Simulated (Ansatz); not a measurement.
# C6H4N2: up Jacob's ladder to CCSD(T)

One table from this session's results is given with a row withheld; the runs are named, their logs left out.

Method: functionals in def2-TZVPP, the program's frozen cores in correlated methods; program: Ansatz 0.2.0, Gaussian basis.

Plan: LDA (SPW92), PBE-D4, revPBE-D4, BLYP-D4, r2SCAN-D4, B97M-V, PBE0-D4, B3LYP-D4, r2SCANh-D4, r2SCAN0-D4, HSE06-D4, BHLYP-D4, CAM-B3LYP-D4, LC-ωPBE, ωB97X-V, ωB97M-V, B2PLYP, PBE-QIDH; CCSD(T)/def2-SVP; CCSD(T)/def2-TZVPP; MP2/def2-QZVPP; extrapolation to the limit; RPA on PBE.

## Structure used throughout

The geometry comes from an earlier relaxation with PBE0-D4 in a triple-zeta def2 set; it is a stationary point, not always the lowest conformer.

SMILES `N#Cc1ccccn1`, 12 atoms, charge 0, spin multiplicity 1.

Atoms are counted from 1 here; the program's logs count them from 0.

Bond lengths: N1–C2 1.150 Å, C2–C3 1.437 Å, C3–C4 1.391 Å, C3–N8 1.332 Å, C4–C5 1.384 Å, C4–H9 1.082 Å, C5–C6 1.384 Å, C5–H10 1.084 Å, C6–C7 1.389 Å, C6–H11 1.083 Å, C7–N8 1.324 Å, C7–H12 1.086 Å. Angles: N1–C2–C3 177.9°, C2–C3–C4 119.1°, C2–C3–N8 116.8°, C4–C3–N8 124.0°, C3–C4–C5 117.9°, C3–C4–H9 120.2°, C5–C4–H9 121.9°, C4–C5–C6 118.7°, C4–C5–H10 120.4°, C6–C5–H10 120.9°, C5–C6–C7 118.6°, C5–C6–H11 121.2°, C7–C6–H11 120.2°, C6–C7–N8 123.6°, C6–C7–H12 120.4°, N8–C7–H12 115.9°, C3–N8–C7 117.1°.

The first run:

in.yaml reads:

```yaml
crystal:
  periodic: [false, false, false]
  atoms:
    - {symbol: N, position_ang: [1.846762, -1.241807, 2.916669]}
    - {symbol: C, position_ang: [1.258244, -0.930644, 1.978453]}
    - {symbol: C, position_ang: [0.529274, -0.490493, 0.820335]}
    - {symbol: C, position_ang: [0.339489, 0.872742, 0.616954]}
    - {symbol: C, position_ang: [-0.365669, 1.268282, -0.506069]}
    - {symbol: C, position_ang: [-0.845055, 0.296563, -1.366890]}
    - {symbol: C, position_ang: [-0.598155, -1.037506, -1.067535]}
    - {symbol: N, position_ang: [0.074053, -1.437028, 0.001147]}
    - {symbol: H, position_ang: [0.737326, 1.588889, 1.324371]}
    - {symbol: H, position_ang: [-0.536753, 2.319854, -0.703406]}
    - {symbol: H, position_ang: [-1.401897, 0.560360, -2.257511]}
    - {symbol: H, position_ang: [-0.960618, -1.824311, -1.722418]}
basis:
  gaussian: {orbitals: def2-TZVPP}
hamiltonian: {xc: lda}
output: {orbitals: {seedname: orbitals}}
```

Launch:

```
> ansatz run in.yaml --threads 2 --pin off --events-out ev --progress --plain --max-ram 22528MiB --backend cuda --devices 0, --max-vram 18GiB
```

Among the steps run: LDA; PBE-D4 (GGA); revPBE-D4 (GGA); BLYP-D4 (GGA); r2SCAN-D4 (meta-GGA); B97M-V (meta-GGA); B3LYP-D4 (hybrid); r2SCANh-D4 (hybrid); r2SCAN0-D4 (hybrid); HSE06-D4 (hybrid); BHLYP-D4 (hybrid); CAM-B3LYP-D4 (range-separated); LC-ωPBE (range-separated); ωB97X-V (range-separated); ωB97M-V (range-separated); B2PLYP (double hybrid); PBE-QIDH (double hybrid).

One table of the session follows, with a row left open; its other results are not shown here.

It belongs to the step «Frontier levels by functional». 

```
  functional  HOMO (eV)  LUMO (eV)  gap (eV)
 LDA (SPW92)      -6.81      -3.11      3.70
      PBE-D4      -6.69      -2.85      3.84
   revPBE-D4      -6.63      -2.75      3.88
     BLYP-D4      -6.58      -2.68      3.90
   r2SCAN-D4      -7.05      -2.73      4.31
      B97M-V      -7.22      -2.61      4.62
     PBE0-D4      -8.19      -1.98      6.21
    B3LYP-D4          ?          ?         ?
  r2SCANh-D4      -7.64      -2.41      5.24
  r2SCAN0-D4      -8.32      -1.92      6.39
    HSE06-D4      -7.80      -2.35      5.45
    BHLYP-D4      -8.99      -0.95      8.04
CAM-B3LYP-D4      -9.39      -0.89      8.49
     LC-ωPBE     -10.68       0.11     10.79
     ωB97X-V     -10.30       0.12     10.42
     ωB97M-V     -10.22       0.09     10.30
```

Q: Estimate the row for B3LYP-D4 from the others.

Worked estimate for «HOMO (eV)». Against the share of exact exchange, BLYP-D4 (0, -6.58), BHLYP-D4 (0.5, -8.99) give a slope of -4.82 per unit share; at 0.2 the line stands at -7.54.

As computed: HOMO (eV): -7.97; LUMO (eV): -2.16; gap (eV): 5.81. In «HOMO (eV)» the line misses by +0.43.
